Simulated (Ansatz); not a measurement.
# SiH2F4: the cost of one run

All numbers below are computed with Ansatz 0.2.0 (DFT PBE+D3(BJ), plane waves, PAW, scalar-relativistic, no spin polarisation).

### Step 1. The starting structure

The cell holds 21 atoms (F12H6Si3): a = 6.851 Å, b = 6.851 Å, c = 6.851 Å, α = 90.00°, β = 90.00°, γ = 90.00°.

Its coordinates follow in the input file.

### Step 2. Relaxing the start

input.yaml

```yaml
crystal:
  lattice:
    - [6.851285, 0.0, 0.0]
    - [0.0, 6.851285, 0.0]
    - [0.0, 0.0, 6.851285]
  atoms:
    - { symbol: H, position: [0.965926, 0.3136017, 0.1148576] }
    - { symbol: H, position: [0.9496609, 0.2214448, 0.0617605] }
    - { symbol: H, position: [0.8924669, 0.5776394, 0.7607393] }
    - { symbol: H, position: [0.8586764, 0.5317408, 0.6694799] }
    - { symbol: H, position: [0.4978529, 0.3261773, 0.1608252] }
    - { symbol: H, position: [0.5892711, 0.2863015, 0.2011907] }
    - { symbol: Si, position: [0.2652489, 0.4250649, 0.6368205] }
    - { symbol: F, position: [0.3384712, 0.6098584, 0.7540453] }
    - { symbol: F, position: [0.153988, 0.2822929, 0.7799601] }
    - { symbol: F, position: [0.1221902, 0.4923351, 0.4687111] }
    - { symbol: F, position: [0.4463459, 0.3157734, 0.5445653] }
    - { symbol: Si, position: [0.7118744, 0.7480885, 0.1530963] }
    - { symbol: F, position: [0.5405911, 0.7297401, 0.3066448] }
    - { symbol: F, position: [0.8661144, 0.9025256, 0.2280031] }
    - { symbol: F, position: [0.8145481, 0.5430134, 0.1275207] }
    - { symbol: F, position: [0.6262442, 0.817075, -0.0497832] }
    - { symbol: Si, position: [0.2257719, 0.0055406, 0.3635617] }
    - { symbol: F, position: [0.1982577, -0.1424105, 0.1886182] }
    - { symbol: F, position: [0.0855424, -0.0535405, 0.5370464] }
    - { symbol: F, position: [0.4447586, -0.0009232, 0.4360518] }
    - { symbol: F, position: [0.1745288, 0.2190365, 0.2925305] }
basis:
  ecutwfc: 420.0
kpoints:
  mp_grid: { grid: [1, 1, 1] }
hamiltonian:
  xc: pbe
  dispersion: d3bj
scf:
  occupations: { method: fermi_dirac, width: 0.05 }
  lower_state_search: "off"
relax:
  f_tol: 0.3
  max_steps: 15
  adjacent_minimum: "off"
output:
  write_density: true
  write_potential: true
  elf: true
  volumetric_format: npy
```

Launch:

```console
> ansatz run input.yaml --threads 1 --pin off --max-ram 3072MiB --backend cpu --events-out ev --progress --plain --runs-dir out
```

Q: Estimate wall time and peak memory on 1 thread of Arm Neoverse V2, shared host.

About 16 s, with a peak of 0.38 GiB.
